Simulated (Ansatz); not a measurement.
A nudged elastic band was laid between two geometries of a periodic cell of 13 atoms, Tl₁₂O (host Tl, host structure hcp, interstitial O).

Computed with DFT PBE, scalar-relativistic, plane waves, PAW in Ansatz 0.2.0. Settings: cutoff 420 eV, k mesh 3x2x3, gaussian smearing 0.1 eV, no spin polarisation.

- movable images: 5
- climbing image: yes
- spring: 5.0 eV/Å²
- optimiser: quadratic models (default)
- start path: IDPP
- force threshold: 0.05 eV/Å
- iteration limit: 80
- end points: relaxed

Initial state:

```xyz
13
Lattice="6.9200 0.0000 0.0000 -5.1900 8.9893 0.0000 0.0000 0.0000 5.5325" Properties=species:S:1:pos:R:3
Tl 0.017 -0.020 -0.039
Tl -0.014 1.951 2.617
Tl -1.698 2.968 -0.100
Tl -1.654 4.992 2.860
Tl -3.417 6.062 -0.037
Tl -3.515 7.962 2.714
Tl 3.492 0.010 0.061
Tl 3.392 1.921 2.817
Tl 1.680 3.023 -0.075
Tl 1.714 5.001 2.853
Tl 0.015 6.041 0.157
Tl -0.026 8.030 2.817
O 3.514 3.984 1.399
```

Final state:

```xyz
13
Lattice="6.9200 0.0000 0.0000 -5.1900 8.9893 0.0000 0.0000 0.0000 5.5325" Properties=species:S:1:pos:R:3
Tl 0.020 -0.021 0.044
Tl -0.016 1.948 2.914
Tl -1.705 2.992 0.088
Tl -1.673 4.975 2.681
Tl -3.403 6.083 0.043
Tl -3.503 7.970 2.823
Tl 3.509 0.031 -0.060
Tl 3.406 1.922 2.723
Tl 1.667 3.017 0.084
Tl 1.702 5.010 2.673
Tl 0.014 6.047 -0.153
Tl -0.022 8.014 2.718
O 3.453 4.004 4.162
```

(1) What changes between the two ends?

(2) Give the energies along the band, and the barrier.

(3) What is the geometry of the highest image?

## Answers

(1) The atom that moves furthest is O13, by 2.76 Å.

(2) The run converged. The highest image is number 3 of 0 to 6, 0.178 eV above the ends, which have the same energy within 2 meV. The profile has 3 maxima (images 1, 3, 5) with wells between them (images 2, 4): this band takes more than one step, which may be the mechanism or a detour left from its start path. By the program's own check the climbing image is a first-order saddle point (lowest curvatures found: -0.76 and 0.15 eV/Å²). Limits of this set-up: coarse k mesh.

```json
{"image": "0", "path coordinate (Å)": "0.00", "energy (eV)": "0.000"}
{"image": "1", "path coordinate (Å)": "1.00", "energy (eV)": "0.134"}
{"image": "2", "path coordinate (Å)": "1.99", "energy (eV)": "0.058"}
{"image": "3", "path coordinate (Å)": "2.99", "energy (eV)": "0.178"}
{"image": "4", "path coordinate (Å)": "4.03", "energy (eV)": "0.061"}
{"image": "5", "path coordinate (Å)": "5.07", "energy (eV)": "0.128"}
{"image": "6", "path coordinate (Å)": "6.11", "energy (eV)": "0.000"}
```

(3) 
```xyz
13
Lattice="6.9200 0.0000 0.0000 -5.1900 8.9893 0.0000 0.0000 0.0000 5.5325" Properties=species:S:1:pos:R:3:forces:R:3
Tl -0.097 0.053 0.002 0.00 0.00 0.00
Tl -0.119 1.994 2.769 0.01 0.00 0.00
Tl -2.033 3.080 0.002 0.00 0.00 0.00
Tl -1.596 5.415 2.769 0.00 0.00 0.00
Tl -3.453 6.061 0.002 0.00 0.00 0.00
Tl -3.652 7.876 2.769 0.00 0.00 0.00
Tl 3.406 0.009 0.002 0.00 0.00 0.00
Tl 3.018 1.860 2.769 -0.01 0.00 0.00
Tl 1.492 3.092 0.002 0.00 0.00 0.00
Tl 1.713 5.011 2.769 0.00 0.00 0.00
Tl 0.035 6.047 0.002 0.00 0.00 0.00
Tl -0.086 8.244 2.769 0.00 0.00 0.00
O 4.847 3.216 2.768 0.00 0.00 0.00
```

Time of the run: 16 min on 4 threads of Intel(R) Xeon(R) Platinum 8488C (Sapphire Rapids), with other jobs on the host, peak memory 2.9 GiB.
